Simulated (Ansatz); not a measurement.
# FeGe: the cost of one run

Program: Ansatz 0.2.0. Level of theory: DFT PBEsol, scalar-relativistic, plane waves, PAW. These are calculated values, not measurements.

## (1) The system as given

The structure is cubic, space group P2_13 (No. 198). Conventional cell: a = 4.700 Å, b = 4.700 Å, c = 4.700 Å, α = 90.00°, β = 90.00°, γ = 90.00°. Fe (site symmetry 3) has 7 Ge at 2.39 to 2.64 Å in its first shell of neighbours. Ge (site symmetry 3) has 7 Fe at 2.39 to 2.64 Å in its first shell of neighbours.

Structure file:

```cif
data_structure
_symmetry_space_group_name_H-M 'P 1'
_symmetry_Int_Tables_number 1
_cell_length_a 4.7000
_cell_length_b 4.7000
_cell_length_c 4.7000
_cell_angle_alpha 90.000
_cell_angle_beta 90.000
_cell_angle_gamma 90.000
_cell_volume 103.82
loop_
_atom_site_label
_atom_site_type_symbol
_atom_site_fract_x
_atom_site_fract_y
_atom_site_fract_z
_atom_site_occupancy
Fe1 Fe 0.13600 0.13600 0.13600 1
Fe2 Fe 0.63600 0.36400 0.86400 1
Fe3 Fe 0.86400 0.63600 0.36400 1
Fe4 Fe 0.36400 0.86400 0.63600 1
Ge1 Ge 0.84300 0.84300 0.84300 1
Ge2 Ge 0.34300 0.65700 0.15700 1
Ge3 Ge 0.15700 0.34300 0.65700 1
Ge4 Ge 0.65700 0.15700 0.34300 1
```

## (2) Relaxing cell and atoms: FeGe, moments ++++

Input file input.yaml:

```yaml
crystal:
  lattice:
    - [4.7, 0.0, 0.0]
    - [0.0, 4.7, 0.0]
    - [0.0, 0.0, 4.7]
  atoms:
    - { symbol: Fe, position: [0.136, 0.136, 0.136], spin: 1.2 }
    - { symbol: Fe, position: [0.636, 0.364, 0.864], spin: 1.2 }
    - { symbol: Fe, position: [0.864, 0.636, 0.364], spin: 1.2 }
    - { symbol: Fe, position: [0.364, 0.864, 0.636], spin: 1.2 }
    - { symbol: Ge, position: [0.843, 0.843, 0.843] }
    - { symbol: Ge, position: [0.343, 0.657, 0.157] }
    - { symbol: Ge, position: [0.157, 0.343, 0.657] }
    - { symbol: Ge, position: [0.657, 0.157, 0.343] }
magnetization:
  spin_polarized: true
scf:
  occupations: { method: gaussian, width: 0.05 }
output:
  forces: true
  stress: true
  eigenvalues: true
  populations: true
  write_density: true
  write_potential: true
  elf: true
  volumetric_format: npy
hamiltonian:
  xc: pbesol
kpoints:
  mp_grid: { grid: [8, 8, 8] }
relax:
  f_tol: 0.01
  adjacent_minimum: "off"
  max_steps: 40
  cell: { stress_tol: 0.05, p_target: 0, fix: [shape] }
```

Command:

```sh
$ ansatz run input.yaml --threads 8 --pin off --max-ram 16384MiB --backend cpu --events-out ev --progress --plain --runs-dir out
```

What time and memory should one allow on 8 threads of Intel Xeon Platinum 8488C (Sapphire Rapids), shared host?

About 47 s, with a peak of 1 GiB.
